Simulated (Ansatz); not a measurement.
# CH₆BFO₂Si: up Jacob's ladder to CCSD(T)

One table from this session's results is given with a row withheld; the runs are named, their logs left out.

The runs use Ansatz 0.2.0, Gaussian basis; functionals in def2-TZVPP, the program's frozen cores in correlated methods.

Plan: PBE-D4, r2SCAN-D4, PBE0-D4, B3LYP-D4, ωB97X-V, ωB97M-V, B2PLYP; CCSD(T)/def2-TZVPP; MP2/def2-QZVPP; extrapolation to the limit.

### The geometry

All runs share one geometry, relaxed beforehand with PBE0-D4 in a triple-zeta def2 set.

12 atoms, charge 0, spin multiplicity 1.

Atoms are counted from 1 here; the program's logs count them from 0.

Bond lengths: C1–B2 1.557 Å, C1–H7 1.096 Å, C1–H8 1.091 Å, C1–H9 1.096 Å, B2–O3 1.360 Å, B2–H10 1.207 Å, O3–Si4 1.635 Å, Si4–O5 1.619 Å, Si4–F6 1.588 Å, Si4–H11 1.468 Å, O5–H12 0.958 Å. Angles: B2–C1–H7 110.0°, B2–C1–H8 113.8°, B2–C1–H9 109.8°, H7–C1–H8 108.9°, H7–C1–H9 105.1°, H8–C1–H9 108.8°, C1–B2–O3 120.6°, C1–B2–H10 121.3°, O3–B2–H10 118.1°, B2–O3–Si4 133.2°, O3–Si4–O5 110.4°, O3–Si4–F6 105.8°, O3–Si4–H11 113.0°, O5–Si4–F6 110.5°, O5–Si4–H11 108.0°, F6–Si4–H11 109.1°, Si4–O5–H12 119.7°.

The first run:

The input, in.yaml:

```yaml
crystal:
  periodic: [false, false, false]
  atoms:
    - {symbol: C, position_ang: [-0.954752, 1.442534, -1.465121]}
    - {symbol: B, position_ang: [-0.294302, 0.948448, -0.144582]}
    - {symbol: O, position_ang: [0.192896, -0.317880, -0.045452]}
    - {symbol: Si, position_ang: [0.950346, -1.135103, 1.150475]}
    - {symbol: O, position_ang: [0.268335, -2.588232, 1.360085]}
    - {symbol: F, position_ang: [2.459422, -1.290197, 0.679429]}
    - {symbol: H, position_ang: [-1.977324, 1.784019, -1.267394]}
    - {symbol: H, position_ang: [-0.979165, 0.689660, -2.254641]}
    - {symbol: H, position_ang: [-0.425179, 2.327550, -1.836435]}
    - {symbol: H, position_ang: [-0.200452, 1.670462, 0.817575]}
    - {symbol: H, position_ang: [0.918031, -0.429540, 2.436836]}
    - {symbol: H, position_ang: [0.119043, -3.156921, 0.603325]}
basis:
  gaussian: {orbitals: def2-TZVPP}
hamiltonian: {xc: pbe, dispersion: d4}
output: {forces: true, orbitals: {seedname: orbitals}}
```

The run is started by

```sh
$ ansatz run in.yaml --threads 4 --pin off --events-out ev --progress --plain --max-ram 10444MiB
```

Among the steps run: PBE-D4 (GGA); r2SCAN-D4 (meta-GGA); PBE0-D4 (hybrid); B3LYP-D4 (hybrid); ωB97X-V (range-separated); ωB97M-V (range-separated); B2PLYP (double hybrid); CCSD(T) in def2-TZVPP; MP2 in def2-QZVPP.

One of the session's tables, all rows but one given; the rest of the session is left out.

| method | atomisation energy (eV) |
| --- | --- |
| PBE-D4 | 51.755 |
| r2SCAN-D4 | 51.409 |
| PBE0-D4 | 50.889 |
| B3LYP-D4 | 51.109 |
| ωB97X-V | 51.283 |
| ωB97M-V | ? |
| B2PLYP | 50.816 |
| HF/def2-TZVPP | 38.645 |
| MP2/def2-TZVPP | 51.283 |
| CCSD/def2-TZVPP | 49.367 |
| CCSD(T)/def2-TZVPP | 50.013 |
| MP2/CBS | 52.621 |
| CCSD(T)/CBS | 51.351 |

Q: Estimate the row for ωB97M-V from the others.

The run gave: atomisation energy (eV): 51.410. In the column «atomisation energy (eV)» it lies between r2SCAN-D4 (51.409) and PBE-D4 (51.755).
